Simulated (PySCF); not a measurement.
# C2H9AlS (SMILES [CH3][AlH-]([CH3])[SH2+]) at 6 levels

We compute a comparison of 6 runs (HF/3-21G, HF/def2-SVP, B3LYP/6-31G*, PBE0/def2-SVP, SVWN5/6-311G**, MP2/def2-SVP) of C2H9AlS. 

Program for the calculation: PySCF 2.14.0.

### 1 The system as given

C2H9AlS has 13 atoms, charge 0, and is taken as a singlet. SMILES: `[CH3][AlH-]([CH3])[SH2+]`. The coordinates come from a PBE0-D4/def2-TZVP relaxation. This is one conformer, not always the lowest.

Bond lengths: C1–Al2 1.971 Å, Al2–C3 1.969 Å, Al2–S4 2.571 Å, C1–H5 1.095 Å, C1–H6 1.095 Å, C1–H7 1.096 Å, Al2–H8 1.604 Å, C3–H9 1.096 Å, C3–H10 1.095 Å, C3–H11 1.094 Å, S4–H12 1.345 Å, S4–H13 1.344 Å. Some angles: C1–Al2–C3 119.2°, C1–Al2–S4 100.1°, C3–Al2–S4 98.0°, C1–Al2–H8 117.8°, C3–Al2–H8 118.7°, S4–Al2–H8 92.8°, Al2–C1–H5 112.9°, Al2–C1–H6 112.6°, Al2–C1–H7 110.2°, Al2–C3–H9 110.1°.

### 2 Energy and gradient at HF/3-21G (run 1)

The input, input.py:

```python
import pyscf.grad
from pyscf import gto

molecule = gto.M(
    atom=[
    ('C', (-0.547000, 1.608800, -0.463400)),
    ('Al', (-0.190100, -0.322700, -0.629000)),
    ('C', (1.657400, -0.977400, -0.444000)),
    ('S', (-1.089200, -1.142300, 1.636400)),
    ('H', (-1.608000, 1.834800, -0.316400)),
    ('H', (0.011400, 2.071200, 0.357600)),
    ('H', (-0.242600, 2.130000, -1.378500)),
    ('H', (-1.241600, -1.209200, -1.454600)),
    ('H', (2.224800, -0.766100, -1.357700)),
    ('H', (2.198000, -0.493000, 0.375900)),
    ('H', (1.708700, -2.059000, -0.286600)),
    ('H', (-0.578600, -0.178900, 2.423100)),
    ('H', (-2.282700, -0.531000, 1.551900)),
],
    spin=0,
    max_memory=1860,
    verbose=3,
    basis='3-21g',
)

hf = molecule.RHF()
hf.conv_tol = 1e-10
hf.kernel()
if not hf.converged:
    hf = hf.newton().run(hf.mo_coeff, hf.mo_occ)

etot = hf.e_tot
print('E = %.10f Eh' % etot)
grad = hf.Gradients().kernel()
dip = hf.dip_moment()
pop, q = hf.mulliken_pop()
```

On the command line:

```bash
$ OMP_NUM_THREADS=1 python input.py
```

What it wrote:

```text
converged SCF energy = -716.681092453165
[... 9 lines left out ...]
Dipole moment(X, Y, Z, Debye): -1.14558,  1.11355,  3.02162
[... 76 lines left out ...]
charge of   12H =      0.13396
```

Run time: 7.2 s. Hardware: 1 thread of Intel Xeon at 2.50GHz (Skylake/Cascade Lake), shared host; peak memory 0.13 GiB.

### 3 Energy and forces at HF/def2-SVP (run 2)

The input, calc.py:

```python
from pyscf import gto, scf

mol = gto.M(
    atom='''
C   -0.547000   1.608800  -0.463400
Al  -0.190100  -0.322700  -0.629000
C    1.657400  -0.977400  -0.444000
S   -1.089200  -1.142300   1.636400
H   -1.608000   1.834800  -0.316400
H    0.011400   2.071200   0.357600
H   -0.242600   2.130000  -1.378500
H   -1.241600  -1.209200  -1.454600
H    2.224800  -0.766100  -1.357700
H    2.198000  -0.493000   0.375900
H    1.708700  -2.059000  -0.286600
H   -0.578600  -0.178900   2.423100
H   -2.282700  -0.531000   1.551900
''',
    verbose=4,
    spin=0,
    basis='def2-svp',
    max_memory=1860,
    charge=0,
)

mf = scf.RHF(mol)
mf.conv_tol = 1e-10
mf.kernel()
if not mf.converged:
    mf = mf.newton().run(mf.mo_coeff, mf.mo_occ)

e_tot = mf.e_tot
print(f'total energy: {e_tot:.8f} hartree')
grad = mf.nuc_grad_method().kernel()
mf.analyze()
```

On the command line:

```bash
$ OMP_NUM_THREADS=1 python calc.py
```

What it wrote:

```text
PySCF version 2.14.0

[... 97 lines left out ...]
MO #9   energy= -4.83686677814945  occ= 2
[... 19 lines left out ...]
MO #29  energy= 0.182401464026334  occ= 0
[... 19 lines left out ...]
MO #49  energy= 0.73098450804215   occ= 0
[... 19 lines left out ...]
MO #69  energy= 1.15226507137485   occ= 0
[... 19 lines left out ...]
MO #89  energy= 2.12960575032239   occ= 0
[... 19 lines left out ...]
MO #109 energy= 3.33577813713462   occ= 0
[... 125 lines left out ...]
Dipole moment(X, Y, Z, Debye): -1.20325,  0.51383,  3.36225
```

Wall time 25 s (1 thread of Intel Xeon at 2.50GHz (Skylake/Cascade Lake), shared host); peak memory 0.25 GiB.

Runs 3 to 5 aren't shown in full; the table further down has their settings and results.

### 4 Energy and forces at MP2/def2-SVP (run 6)

The input, input.xyz:

```xyz
13

C     -0.547000     1.608800    -0.463400
Al    -0.190100    -0.322700    -0.629000
C      1.657400    -0.977400    -0.444000
S     -1.089200    -1.142300     1.636400
H     -1.608000     1.834800    -0.316400
H      0.011400     2.071200     0.357600
H     -0.242600     2.130000    -1.378500
H     -1.241600    -1.209200    -1.454600
H      2.224800    -0.766100    -1.357700
H      2.198000    -0.493000     0.375900
H      1.708700    -2.059000    -0.286600
H     -0.578600    -0.178900     2.423100
H     -2.282700    -0.531000     1.551900
```

The input, run.py:

```python
import pyscf.grad
from pyscf import gto, mp

mol = gto.M(
    atom='input.xyz',
    basis='def2-svp',
    spin=0,
    charge=0,
    max_memory=1860,
    verbose=3,
)

mf = mol.RHF()
mf.conv_tol = 1e-10
mf.kernel()
if not mf.converged:
    mf = mf.newton().run(mf.mo_coeff, mf.mo_occ)

pt = mp.MP2(mf, frozen=12).run()
e_final = pt.e_tot
print(f'total energy: {e_final:.8f} hartree')
grad = pt.Gradients().kernel()
mf.analyze()
```

On the command line:

```bash
$ OMP_NUM_THREADS=1 python run.py
```

What it wrote:

```text
converged SCF energy = -720.172667977589
[... 25 lines left out ...]
MO #14  energy= -0.894752590830851 occ= 2
[... 18 lines left out ...]
MO #33  energy= 0.267489788348975  occ= 0
[... 18 lines left out ...]
MO #52  energy= 0.770811322355984  occ= 0
[... 18 lines left out ...]
MO #71  energy= 1.28566544837919   occ= 0
[... 18 lines left out ...]
MO #90  energy= 2.18202928930165   occ= 0
[... 18 lines left out ...]
MO #109 energy= 3.33577813713462   occ= 0
[... 14 lines left out ...]
Dipole moment(X, Y, Z, Debye): -1.20325,  0.51383,  3.36225
```

Wall time 77 s (1 thread of Intel Xeon at 2.50GHz (Skylake/Cascade Lake), shared host); peak memory 0.91 GiB.

### 5 Overview of the runs

```
run                               level  Cartesian functions  integration grid  energy (Eh)  dipole moment (D) of the reference  HOMO energy (eV)  LUMO energy (eV)  wall time
  1                            HF/3-21G                   no                 –  -716.681092                                3.42            -10.28              3.52      7.2 s
  2                         HF/def2-SVP                   no                 –  -720.172668                                3.61            -10.33              3.31       25 s
  3  B3LYP/6-31G* (Cartesian functions)                  yes                 5  -722.259206                                3.43             -6.76             -0.51       81 s
  4                       PBE0/def2-SVP                   no                 5  -721.637511                                3.58             -7.19             -0.05       81 s
  5                      SVWN5/6-311G**                   no                 5  -719.071912                                3.37             -6.10             -1.47       99 s
  6                        MP2/def2-SVP                   no                 –  -720.686577                                3.61            -10.33              3.31       77 s
```

### 6 Summary of results

| quantity | value |
| --- | --- |
| run 6: total energy | -720.68658 Eh |
| run 6: dipole moment (Hartree–Fock density) | 3.61 D |
| run 6: HOMO energy (Hartree–Fock orbitals) | -10.33 eV |
| run 6: LUMO energy (Hartree–Fock orbitals) | 3.31 eV |
| run 6: HOMO–LUMO gap (Hartree–Fock orbitals) | 13.64 eV |
| run 6: correlation energy (12 core orbitals frozen) | -513.9 mEh |
| run 6: largest force on an atom | 0.293 eV/Å |

Over runs 1, 2, 3, 4, 5 the dipole moment (its size) runs from 3.37 D (SVWN5/6-311G**) to 3.61 D (HF/def2-SVP). The two ends differ in method and basis. Over runs 1, 2, 3, 4, 5 the HOMO–LUMO gap runs from 4.63 eV (SVWN5/6-311G**) to 13.80 eV (HF/3-21G). Totals of different functionals can't be ranked against each other. All runs together took 6.2 min, the longest 99 s.
